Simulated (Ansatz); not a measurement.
**W: a trigonal deformation path**

One table from this session's results is given with a row withheld; the runs are named, their logs left out.

The COD cell was measured well above room temperature, so it is larger than a cold one.

Program: Ansatz 0.2.0. Level of theory: DFT PBEsol, scalar-relativistic, plane waves, PAW. These are calculated values, not measurements.

### The structure to begin with

Symmetry: Im-3m, No. 229, cubic system. Conventional cell: a = 3.195 Å, b = 3.195 Å, c = 3.195 Å, α = 90.00°, β = 90.00°, γ = 90.00°. W (site symmetry m-3m) has 8 W at 2.77 Å in its first shell of neighbours.

As a file:

```cif
data_structure
_symmetry_space_group_name_H-M 'P 1'
_symmetry_Int_Tables_number 1
_cell_length_a 2.7666
_cell_length_b 2.7666
_cell_length_c 2.7666
_cell_angle_alpha 109.471
_cell_angle_beta 109.471
_cell_angle_gamma 109.471
_cell_volume 16.30
loop_
_atom_site_label
_atom_site_type_symbol
_atom_site_fract_x
_atom_site_fract_y
_atom_site_fract_z
_atom_site_occupancy
W1 W 0.00000 0.00000 0.00000 1
```

The cell is taken as given, not relaxed at this level.

### Zero of energy

The reference gives a free energy of -10256.5472 eV, pressure -11.41 GPa, largest force 0.000 eV/Å and gap on the mesh none (metal). It was computed beforehand with the settings of the runs below.

The first run:

At fixed volume and fractional coordinates, lengths along (0.577, 0.577, 0.577) are scaled against those across it; ρ is that ratio over its starting value.

The input, input.yaml:

```yaml
crystal:
  lattice:
    - [-2.3478838752, 1.6770599108, 1.6770599108]
    - [1.6770599108, -2.3478838752, 1.6770599108]
    - [1.6770599108, 1.6770599108, -2.3478838752]
  atoms:
    - { symbol: W, position: [0.0, 0.0, 0.0] }
basis:
  ecutwfc: 420
kpoints:
  mp_grid: { grid: [24, 24, 24] }
hamiltonian:
  xc: pbesol
scf:
  occupations: { method: gaussian, width: 0.15 }
output:
  forces: true
  stress: true
  eigenvalues: true
```

Run with:

```console
> ansatz run input.yaml --threads 1 --pin off --max-ram 2560MiB --backend cpu --events-out ev --progress --plain --runs-dir out
```

Steps of the session up to this table: At ρ = 0.500; ρ = 2.000; At ρ = 0.710; At ρ = 1.410; At ρ = 0.600; ρ = 0.850; ρ = 1.200; At ρ = 1.700; ρ = 0.930; ρ = 1.080.

One of the session's tables, all rows but one given; the rest of the session is left out.

Collected from the runs (energy zero: the undisturbed cell):

```
    ρ  ΔE (meV/atom)  pressure (GPa)
0.500        11796.1           250.5
0.600              ?               ?
0.710         1733.1            27.5
0.850          311.3            -4.2
0.930           53.3           -10.1
1.000            0.0           -11.4
1.080           47.8           -10.2
1.200          240.7            -5.1
1.410          757.3             6.4
1.700         1352.5            19.0
2.000         1571.8            23.7
```

Estimate the missing values for ρ = 0.600.

Worked estimate for «ΔE (meV/atom)». A straight line through the neighbours (0.500, 11796.1) and (0.710, 1733.1) gives 11796.1 + (1733.1 − 11796.1) × (0.600 − 0.500) / (0.710 − 0.500) = 7004.2; a parabola fitted to 3 rows on both sides gives 5817.3.

**Answer.** ΔE (meV/atom): 4771.9; pressure (GPa): 95.5. In «ΔE (meV/atom)» the line misses by +2232.3 and the parabola by +1045.4.
